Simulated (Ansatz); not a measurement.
This script makes a test of the smearing width of GaGe₃, space group Fm-3m with Ansatz 0.2.0, Python API.

Script `run_smear.py`:
```python
"""Smearing width test for GaGe3."""

import ansatz as az

xtal = (
    az.Lattice.of([0.0, 3.387167, 3.387167], [3.387167, 0.0, 3.387167], [3.387167, 3.387167, 0.0])
    .atom("Ga", [0.0, 0.0, 0.0])
    .atom("Ge", [0.25, 0.25, 0.25])
    .atom("Ge", [0.75, 0.75, 0.75])
    .atom("Ge", [0.5, 0.5, 0.5])
)

setup = xtal.calculation()
setup = setup.kpoints(6, 6, 6)
setup = setup.functional("pbe")
setup = setup.band_table()

rows = []
for value in [0.3, 0.2, 0.1, 0.05]:
    data = setup.occupations("methfessel_paxton", width=value).run().report
    rows.append((value, data["free_energy_ev"] / len(data["lattice"]["sites"]), data["n_iterations"], data["gap_by_band_count_ev"], data["n_kpoints"]))

print("  width (eV)   F/atom (eV)    iterations  gap by band count (eV)      k-points")
for row in rows:
    print(f"{str(row[0]):>12s}  {row[1]:12.5f}  {row[2]:12d}  {row[3]:22.3f}  {row[4]:12d}")

# the last row is the reference
for row in rows[:-1]:
    shift = 1000 * (row[1] - rows[-1][1])
    print(f"{row[0]}: {shift:+.2f} meV/atom" + ("  (within 1 meV)" if abs(shift) < 1 else ""))
```

How much does the free energy per atom change between the narrowest and the widest smearing, and why?

Going from 0.05 to 0.3 eV changes F by +4.2 meV an atom. This scheme is built to cancel the term in the square of the width, but that needs a smooth density of states and a fine mesh, and here a sizeable shift remains.

What the script printed:

```console
$ python run_smear.py
DeckWarning: basis.ecutwfc = 420 eV, auto-derived from the records' recommended cutoffs: set by Ga (normal level)
  width (eV)   F/atom (eV)    iterations  gap by band count (eV)      k-points
         0.3   -4166.69644             6                  -4.998            16
         0.2   -4166.69841             6                  -4.997            16
         0.1   -4166.70022             6                  -4.997            16
        0.05   -4166.70060             6                  -4.997            16
0.3: +4.16 meV/atom
0.2: +2.19 meV/atom
0.1: +0.38 meV/atom  (within 1 meV)
```
(Warnings from the package without file and line.)

For a metal this k-point mesh is coarse: on a finer one energies can move by several to tens of meV an atom and pressures by half a GPa or more, differences at one mesh by less. A gap by band count of zero or less means overlapping bands, a metal, and at an odd count of electrons it is no gap at all. The narrowest width needs the finest mesh, so the last row is no converged reference. The structure comes from a database of computed cells and needn't be a stable or known phase. Levels are Kohn-Sham eigenvalues on this mesh, without spin-orbit coupling. Cost: about 4 core-seconds.

(Lines on the test bed's own set-up are left out of the output.)
